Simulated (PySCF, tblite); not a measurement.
**C₆H₁₃FSi: geometry, infrared bands, NMR shifts and electronic excitations**

Aim: predict the infrared bands, NMR shifts and electronic excitations of C₆H₁₃FSi (`FC[C@H]1CCC[SiH2]C1`).

The runs use tblite 0.8.0 and PySCF 2.14.0, with density-fitted response routines of our own; the level of theory stands in each step. All values are computed, except where a source is named. Atoms count from 0, in the outputs and in this text.

## Step 1: Starting geometry

21 atoms, charge 0, multiplicity 1; geometry from: force field or distance geometry start.

Bonds of the start (Å): F0–C1 1.36, C1–C2 1.51, C2–C3 1.52, C3–C4 1.53, C4–C5 1.53, C5–Si6 1.88, Si6–C7 1.89, C7–C2 1.51, C1–H8 1.14, C1–H9 1.10, C2–H10 1.12, C3–H11 1.11, C3–H12 1.12, C4–H13 1.10, C4–H14 1.10, C5–H15 1.10, C5–H16 1.13, Si6–H17 1.48, Si6–H18 1.44, C7–H19 1.10, C7–H20 1.11.

## Step 2: Optimising the geometry with GFN2-xTB

The job: settings as JSON, then the geometry in Å.

```
{"job": {"kind": "relax", "xc": "GFN2-xTB", "basis": "xTB"}, "charge": 0, "multiplicity": 1}
F      2.507700    -0.004900    -1.614800
C      2.388900    -0.400200    -0.318900
C      0.964300    -0.271700     0.170900
C      0.440800     1.154000     0.084000
C     -0.873500     1.339500     0.839800
C     -1.951600     0.743500    -0.059700
Si    -1.615900    -1.107300     0.020200
C      0.151100    -1.254500    -0.631300
H      2.621700    -1.512400    -0.234200
H      3.076900     0.108000     0.373900
H      0.896200    -0.598800     1.242900
H      0.288500     1.383600    -0.990400
H      1.180500     1.889800     0.502100
H     -1.053900     2.397600     1.091400
H     -0.815000     0.679300     1.717700
H     -2.961800     1.008300     0.271400
H     -1.699500     1.130700    -1.087100
H     -1.542600    -1.442700     1.458600
H     -2.569900    -1.895100    -0.719600
H      0.124300    -1.028800    -1.709700
H      0.434100    -2.301100    -0.407600
```

Command:

```sh
OMP_NUM_THREADS=1 python probes_run.py task.json out
```

One launch serves the whole session: the jobs run in the order shown.

**Question.** This job is followed by: GFN2-xTB harmonic vibrations, gas phase; PBE0-D3(BJ)/def2-SVP geometry optimisation, gas phase; GIAO PBE0/pcSseg-1 NMR shielding, non-relativistic, gas phase; TDDFT B3LYP/def2-SVPD, vertical, gas phase, core orbitals frozen in the response; GIAO B3LYP/pcSseg-1 NMR shielding, non-relativistic, gas phase. Predict these results of the whole session: strongest single infrared mode (GFN2-xTB); zero-point energy (GFN2-xTB); point group; rotational constants (main isotopes); 13C shifts against TMS (PBE0/pcSseg-1); 1H shifts against TMS (PBE0/pcSseg-1); 19F shifts against CFCl3 (PBE0/pcSseg-1); 29Si shifts against TMS (PBE0/pcSseg-1); lowest singlet (B3LYP/def2-SVPD); brightest single state of those computed; lowest triplet; vertical ionisation energy (ΔSCF); range of the shift of C2.

The runs gave:

| quantity | value |
| --- | --- |
| strongest single infrared mode (GFN2-xTB) | 2246 cm⁻¹, 349 km/mol |
| zero-point energy (GFN2-xTB) | 110.1 kcal/mol |
| point group | C1 |
| rotational constants (main isotopes) | 2.79, 1.12, 0.91 GHz |
| 13C shifts against TMS (PBE0/pcSseg-1) | 92.0, 39.9, 33.2, 26.7, 10.8, 8.4 ppm |
| 1H shifts against TMS (PBE0/pcSseg-1) | 4.38, 4.24, 4.17, 4.05, 2.08, 1.42, 1.41, 1.33, 1.05, 1.04, 0.77, 0.56, 0.52 ppm |
| 19F shifts against CFCl3 (PBE0/pcSseg-1) | -256.8 ppm |
| 29Si shifts against TMS (PBE0/pcSseg-1) | -39.3 ppm |
| lowest singlet (B3LYP/def2-SVPD) | 7.18 eV (173 nm), f = 0.013 |
| brightest single state of those computed | state 7, 8.10 eV, f = 0.058 |
| lowest triplet | 7.03 eV |
| vertical ionisation energy (ΔSCF) | 9.66 eV |
| range of the shift of C2 | 39.9 to 42.2 ppm |

In words: Over 67 steps the energy fell by 0.685 eV; of the close pairs, C1–H8 changed most, 1.139 to 1.095 Å (GFN2-xTB). No mode is imaginary among the 57: a minimum at this level. The strongest single mode, at 2246 cm⁻¹, moves mainly H18. GFN2-xTB is a fitted tight-binding method: band positions and strengths are rough. Its intensities can rank the bands wrongly. Relaxing lowered the energy by 0.192 eV in 7 steps; the close pair that moved most is C3–H12, from 1.055 to 1.104 Å (PBE0/def2-SVP). No frequency check was run at this level, so the end point may be a saddle. At PBE0/pcSseg-1: Shielding is most anisotropic at C1 (span 61 ppm, paramagnetic term -148 ppm). The lowest singlet, at 7.18 eV, is HOMO→LUMO 0.96 and is weak; of the 10 states computed, the strongest absorption comes from state 7 at 8.10 eV. The lowest triplet lies 0.15 eV below the lowest singlet (triplets in Tamm-Dancoff, singlets in full TDDFT). The orbital energy would give 7.73 eV for ionisation, ΔSCF gives 9.66 eV. In ppm, C2 moves most: its shift spreads over 2.3 ppm, from 39.9 (PBE0/pcSseg-1) to 42.2 (B3LYP/pcSseg-1).
